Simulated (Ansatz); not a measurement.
**CH2FOSi+ (SMILES [CH+]=[Si](O)F): functionals against CCSD(T) at one geometry**

An exercise on one series of results from a longer session: the logs are not shown, and one member is left open.

Computed with Ansatz 0.2.0, Gaussian basis. Level: single points in def2-TZVPP.

Cores are frozen in the correlated methods.

**Where the work starts**

SMILES `[CH+]=[Si](O)F`, 6 atoms, charge 1, spin multiplicity 1.

Atoms are counted from 1 here; the program's logs count them from 0.

Bond lengths: C1–Si2 1.837 Å, C1–H5 1.122 Å, Si2–O3 1.577 Å, Si2–F4 1.542 Å, O3–H6 0.947 Å. Angles: Si2–C1–H5 127.7°, C1–Si2–O3 136.5°, C1–Si2–F4 112.7°, O3–Si2–F4 109.6°, Si2–O3–H6 141.2°.

Geometry (Å):

```xyz
6
CH2FOSi
C    -1.06560    1.00550   -0.77760
Si   -0.08170   -0.34870   -0.02020
O     0.90820   -0.49930    1.19870
F    -0.51150   -1.74470   -0.51430
H    -0.81180    1.61410   -1.68550
H     1.47530    0.01480    1.75600
```

The first run:

run/in.yaml

```yaml
crystal:
  periodic: [false, false, false]
  atoms:
    - {symbol: C, position_ang: [-1.065600, 1.005500, -0.777600]}
    - {symbol: Si, position_ang: [-0.081700, -0.348700, -0.020200]}
    - {symbol: O, position_ang: [0.908200, -0.499300, 1.198700]}
    - {symbol: F, position_ang: [-0.511500, -1.744700, -0.514300]}
    - {symbol: H, position_ang: [-0.811800, 1.614100, -1.685500]}
    - {symbol: H, position_ang: [1.475300, 0.014800, 1.756000]}
basis:
  gaussian: {orbitals: def2-TZVPP}
total_charge: 1
correlation: {method: ccsd_t}
output: {forces: true}
```

No record of the launch command was kept for these runs.

Among the steps run: CCSD(T)/def2-TZVPP; PBE0-D4/def2-TZVPP; wB97M-V/def2-TZVPP; r2SCAN-D4/def2-TZVPP; PBE-D4/def2-TZVPP; BLYP-D4/def2-TZVPP; LC-wPBE/def2-TZVPP.

One table of the session follows, with a row left open; its other results are not shown here.

```
   method  RMS force component (eV/Å)  angle to CCSD(T) forces (°)
  CCSD(T)                       0.524                    reference
  PBE0-D4                       0.542                          9.4
  wB97M-V                       0.547                         10.7
r2SCAN-D4                       0.530                         11.8
   PBE-D4                           ?                            ?
  BLYP-D4                       0.597                         38.6
  LC-wPBE                       0.595                         18.7
```

Q: Estimate the row for PBE-D4 from the others.

**Answer.** RMS force component (eV/Å): 0.581; angle to CCSD(T) forces (°): 36.6. In the column «RMS force component (eV/Å)» it lies between wB97M-V (0.547) and LC-wPBE (0.595).

Limits of these values: The reference is not at the basis limit: in triple zeta CCSD(T) underbinds, which counts against methods that bind more; the gaps are no ranking.
